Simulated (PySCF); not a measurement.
# [Dy(SH)2]+: other functionals and bases at one geometry

The task here is to estimate one member of a computed series from the others.

Program: PySCF 2.14.0. Level of theory: several levels, as the steps say, no spin–orbit coupling. These are calculated values, not measurements.

1 further run of the same task is left out (for a known fault of the program).

### Where the work starts

5 atoms, charge 1, spin multiplicity 1.

Bond lengths: Dy1–S2 2.475 Å, Dy1–S4 2.475 Å, S2–H3 1.360 Å, S4–H5 1.360 Å. Angles: S2–Dy1–S4 98.8°, Dy1–S2–H3 95.5°, Dy1–S4–H5 95.5°.

As a file:

```xyz
5
charge 1, multiplicity 1
Dy    0.0000    0.0000   -0.7417
S     1.8778   -0.0778    0.8690
H     2.8487   -0.2341   -0.0700
S    -1.8778    0.0778    0.8690
H    -2.8487    0.2341   -0.0700
```

Formal oxidation states: Dy +3. Each metal's 9 4f electrons lie in its core potential, so multiplicities, spins and levels count the valence alone. An earlier session relaxed this geometry at PBE0, Dy lcecp-1-SVP with ECP55, S def2-SVP, H def2-SVP (singlet, point group C2).

At PBE0 on the finer grid: E = -833.958651 Eh, HOMO -12.16 eV, LUMO -7.52 eV, Mulliken charge on Dy1 +1.09 e, largest force component 0.023 eV/Å. 

Levels to run: CAM-B3LYP; TPSSh; PBE0, TZVP. Hardware: 2 threads of Arm Neoverse V1, shared host.

Set-up of the first run:

run.py (the lines that set the calculation) reads:

```python
mol = gto.M(atom='''
Dy     0.00000     0.00000    -0.74173
S      1.87776    -0.07781     0.86905
H      2.84872    -0.23409    -0.07003
S     -1.87776     0.07781     0.86905
H     -2.84872     0.23409    -0.07003''',
    basis={'Dy': 'lcecp-1-SVP', 'S': 'def2-SVP', 'H': 'def2-SVP'},
    ecp={'Dy': 'lcecp-1-SVP'},
    charge=1, spin=0)
mf = dft.RKS(mol, xc='CAMB3LYP')
mf.grids.atom_grid = (75, 302)  # f atoms: unpruned, at least (60, 302)
mf = mf.density_fit()  # fitting sets: Dy AutoAux, S def2-universal-JKFIT, H def2-universal-JKFIT
mf.conv_tol = 1e-08; mf.max_cycle = 55
mf.kernel(dm0)  # dm0: the density of the relaxed state
```

Started as:

```sh
OMP_NUM_THREADS=2 python run.py
```

Steps of the session up to this table: CAM-B3LYP; TPSSh; PBE0, TZVP.

One table of the session follows, with a row left open; its other results are not shown here.

| level | HOMO (eV) | gap (eV) | charge on Dy1 (e) | dipole (D) | largest force component (eV/Å) |
| --- | --- | --- | --- | --- | --- |
| PBE0 (relaxed here) | -12.16 | 4.64 | 1.09 | 7.37 | 0.02 |
| CAM-B3LYP | ? | ? | ? | ? | ? |
| TPSSh | -11.58 | 3.81 | 1.11 | 7.31 | 0.28 |
| PBE0, TZVP | -12.09 | 4.65 | 1.38 | 7.02 | 0.18 |

Q: Estimate the row for CAM-B3LYP from the others.

The run gave: HOMO (eV): -13.33; gap (eV): 6.52; charge on Dy1 (e): 1.06; dipole (D): 7.56; largest force component (eV/Å): 0.11. In the column «HOMO (eV)» it is the lowest.

The dipole of a charged species depends on the origin, so these sizes hold for this origin alone.

In one basis the HOMO–LUMO gap runs from 3.81 eV (TPSSh) to 6.52 eV (CAM-B3LYP). The largest leftover force, 0.28 eV/Å with TPSSh, stands at a geometry relaxed at another level. With 4f in the core, its levels are missing from HOMO and gap, and its count is fixed, so no charge can pass from the ligands into it. Total energies of different levels can't be compared.
